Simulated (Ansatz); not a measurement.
**MgGaH₃: functionals against CCSD(T) at one geometry**

The atoms stand at a structure displaced at random from a GFN2-xTB minimum. How far do the functionals agree with CCSD(T) there?

The runs use Ansatz 0.2.0, Gaussian basis; single points in def2-TZVPP.

Cores are frozen in the correlated methods. Filled d shells of the heavier atoms are correlated. The outer core shell of Li, Na, Mg and K is correlated.

## (1) The starting structure

SMILES `[MgH][GaH2]`, 5 atoms, charge 0, spin multiplicity 1.

Atoms are counted from 1 here; the program's logs count them from 0.

Bond lengths: Mg1–Ga2 2.500 Å, Mg1–H3 1.689 Å, Ga2–H4 1.688 Å, Ga2–H5 1.710 Å. Angles: Ga2–Mg1–H3 138.1°, Mg1–Ga2–H4 126.3°, Mg1–Ga2–H5 129.5°, H4–Ga2–H5 95.6°.

Coordinates:

```
Mg    0.16250   -1.21890    1.18970
Ga   -0.39160    0.83490   -0.12390
H     1.02520   -2.65440    0.97320
H    -1.38760    0.91100   -1.48410
H     0.61480    2.14050   -0.57960
```

## (2) CCSD(T)/def2-TZVPP

Input file run/in.yaml:

```yaml
crystal:
  periodic: [false, false, false]
  atoms:
    - {symbol: Mg, position_ang: [0.162500, -1.218900, 1.189700]}
    - {symbol: Ga, position_ang: [-0.391600, 0.834900, -0.123900]}
    - {symbol: H, position_ang: [1.025200, -2.654400, 0.973200]}
    - {symbol: H, position_ang: [-1.387600, 0.911000, -1.484100]}
    - {symbol: H, position_ang: [0.614800, 2.140500, -0.579600]}
basis:
  gaussian: {orbitals: def2-TZVPP}
correlation: {method: ccsd_t}
output: {forces: true}
```

The command line of these runs was not kept.

## (3) PBE0-D4/def2-TZVPP

run/in.yaml: that of step 2 with these lines changed.

```diff
@@ -10,3 +10,3 @@
   gaussian: {orbitals: def2-TZVPP}
-correlation: {method: ccsd_t}
-output: {forces: true}
+hamiltonian: {xc: pbe0, dispersion: d4}
+output: {forces: true, orbitals: {seedname: orbitals}}
```

## (4) wB97M-V/def2-TZVPP

run/in.yaml: that of step 3 with these lines changed.

```diff
@@ -10,3 +10,3 @@
   gaussian: {orbitals: def2-TZVPP}
-hamiltonian: {xc: pbe0, dispersion: d4}
-output: {forces: true, orbitals: {seedname: orbitals}}
+hamiltonian: {xc: {name: wB97M-V}}
+output: {forces: true}
```

## (5) r2SCAN-D4/def2-TZVPP

run/in.yaml: that of step 4 with these lines changed.

```diff
@@ -10,3 +10,3 @@
   gaussian: {orbitals: def2-TZVPP}
-hamiltonian: {xc: {name: wB97M-V}}
+hamiltonian: {xc: r2scan, dispersion: d4}
 output: {forces: true}
```

## (6) PBE-D4/def2-TZVPP

run/in.yaml: that of step 5 with these lines changed.

```diff
@@ -10,3 +10,3 @@
   gaussian: {orbitals: def2-TZVPP}
-hamiltonian: {xc: r2scan, dispersion: d4}
+hamiltonian: {xc: pbe, dispersion: d4}
 output: {forces: true}
```

## (7) CAM-B3LYP-D4/def2-TZVPP

run/in.yaml: that of step 6 with these lines changed.

```diff
@@ -10,3 +10,3 @@
   gaussian: {orbitals: def2-TZVPP}
-hamiltonian: {xc: pbe, dispersion: d4}
+hamiltonian: {xc: {name: CAM-B3LYP}, dispersion: d4}
 output: {forces: true}
```

## (8) SPW92/def2-TZVPP

run/in.yaml: that of step 7 with these lines changed.

```diff
@@ -10,3 +10,3 @@
   gaussian: {orbitals: def2-TZVPP}
-hamiltonian: {xc: {name: CAM-B3LYP}, dispersion: d4}
+hamiltonian: {xc: lda}
 output: {forces: true}
```

(Steps that only read results are left out.)

**Question.** What will these runs give? Wanted: energy less free atoms, CCSD(T)/def2-TZVPP; RMS force component; RMS force error; HOMO and LUMO, PBE0-D4; T1 diagnostic.

As calculated:

| quantity | value |
| --- | --- |
| energy less free atoms, CCSD(T)/def2-TZVPP | -778.0 kJ/mol |
| RMS force component | 0.718 to 0.834 eV/Å over the methods |
| RMS force error | PBE0-D4 0.044, wB97M-V 0.037, r2SCAN-D4 0.056, PBE-D4 0.136, CAM-B3LYP-D4 0.033, SPW92 0.153 eV/Å |
| HOMO and LUMO, PBE0-D4 | -6.58 and -2.32 eV |
| T1 diagnostic | 0.013 |

Against CCSD(T) the functionals' energies less atoms differ by -103.1 to +9.0 kJ/mol, PBE-D4 by +9.0 kJ/mol. CCSD(T) in triple zeta still lacks some correlation energy of the bonds, so part of these gaps is its own basis error and they don't rank the functionals. On forces the order runs from CAM-B3LYP-D4 to SPW92. Frozen-core CCSD(T) forces in triple zeta carry basis errors of their own, and this is one geometry, so small gaps rank nothing.
